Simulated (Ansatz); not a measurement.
# MgNi2Se3: the cost of one run

Program: Ansatz 0.2.0. Level of theory: DFT PBE, scalar-relativistic, plane waves, PAW. These are calculated values, not measurements.

1 further run of the same task is left out (set aside as unsound or not needed).

## (1) The structure to begin with

It takes space group I4/mmm (No. 139, tetragonal). The conventional cell has a = 3.664 Å, b = 3.664 Å, c = 15.392 Å, α = 90.00°, β = 90.00°, γ = 90.00°. Around Mg (site symmetry 4/mmm) lie 6 Se at 2.59 to 2.74 Å. Around Ni (site symmetry 4mm) lie 6 Se at 2.39 to 2.60 Å. Se (site symmetry 4/mmm) has 2 Ni at 2.57 Å and 4 Mg at 2.59 Å as nearest neighbours. Around Se (site symmetry 4mm) lie 5 Ni at 2.39 to 2.60 Å and 1 Mg at 2.74 Å.

As a file:

```cif
data_structure
_symmetry_space_group_name_H-M 'I4/mmm'
_symmetry_Int_Tables_number 139
_cell_length_a 3.6641
_cell_length_b 3.6641
_cell_length_c 15.3923
_cell_angle_alpha 90.000
_cell_angle_beta 90.000
_cell_angle_gamma 90.000
_cell_volume 206.66
loop_
_atom_site_label
_atom_site_type_symbol
_atom_site_symmetry_multiplicity
_atom_site_Wyckoff_symbol
_atom_site_fract_x
_atom_site_fract_y
_atom_site_fract_z
_atom_site_occupancy
Mg1 Mg 2 b 0.50000 0.50000 0.00000 1
Ni1 Ni 4 e 0.50000 0.50000 0.33333 1
Se1 Se 2 a 0.00000 0.00000 0.00000 1
Se2 Se 4 e 0.50000 0.50000 0.17797 1
```

It is the end of an earlier relaxation with the same method, from a generated guess; it is a trial structure. At a tolerance of 0.05 Å it has space group I4/mmm (No. 139); it has 17.22 Å³/atom, an uncorrected energy of -0.41 eV/atom over the elements.

## (2) Electronic structure at the relaxed geometry

Input file input.yaml:

```yaml
crystal:
  lattice:
    - [-1.8320728688, 1.8320728688, 7.6961691607]
    - [1.8320728688, -1.8320728688, 7.6961691607]
    - [1.8320728688, 1.8320728688, -7.6961691607]
  atoms:
    - { symbol: Mg, position: [0.5, 0.5, 0.0] }
    - { symbol: Ni, position: [0.8333347552, 0.8333347552, 0.0] }
    - { symbol: Ni, position: [0.1666652448, 0.1666652448, 0.0] }
    - { symbol: Se, position: [0.0, 0.0, 0.0] }
    - { symbol: Se, position: [0.6779665564, 0.6779665564, 0.0] }
    - { symbol: Se, position: [0.3220334436, 0.3220334436, 0.0] }
basis:
  ecutwfc: 420
kpoints:
  mp_grid: { grid: [14, 14, 14] }
  band_path:
    path:
      - [[0.0, 0.0, 0.0], [0.0, 0.0, 0.5], [0.25, 0.25, 0.25], [0.0, 0.5, 0.0], [0.0, 0.0, 0.0], [0.5, 0.5, -0.5], [0.26416695, 0.73583305, -0.26416695]]
      - [[-0.26416695, 0.26416695, 0.26416695], [0.0, 0.0, 0.0]]
      - [[0.0, 0.0, 0.5], [-0.0283339, 0.0283339, 0.5]]
      - [[0.5, 0.5, -0.0283339], [0.5, 0.5, -0.5]]
    npoints: 14
hamiltonian:
  xc: pbe
scf:
  occupations: { method: gaussian, width: 0.1 }
  n_extra_bands: 15
output:
  forces: true
  stress: true
  eigenvalues: true
  populations: true
  dos: { projected: true, de: 0.02, nscf_kmesh: { grid: [17, 17, 17] } }
  bader: true
  write_density: true
  write_potential: true
  elf: true
  volumetric_format: npy
```

Run with:

```sh
$ ansatz run input.yaml --threads 1 --pin off --max-ram 2560MiB --backend cpu --events-out ev --progress --plain --runs-dir out
```

**Question.** How long does this run take on 1 thread of Intel Xeon 6975P-C (Granite Rapids), shared host, and how much memory does it need?

About 2.4 min, with a peak of 1.8 GiB.
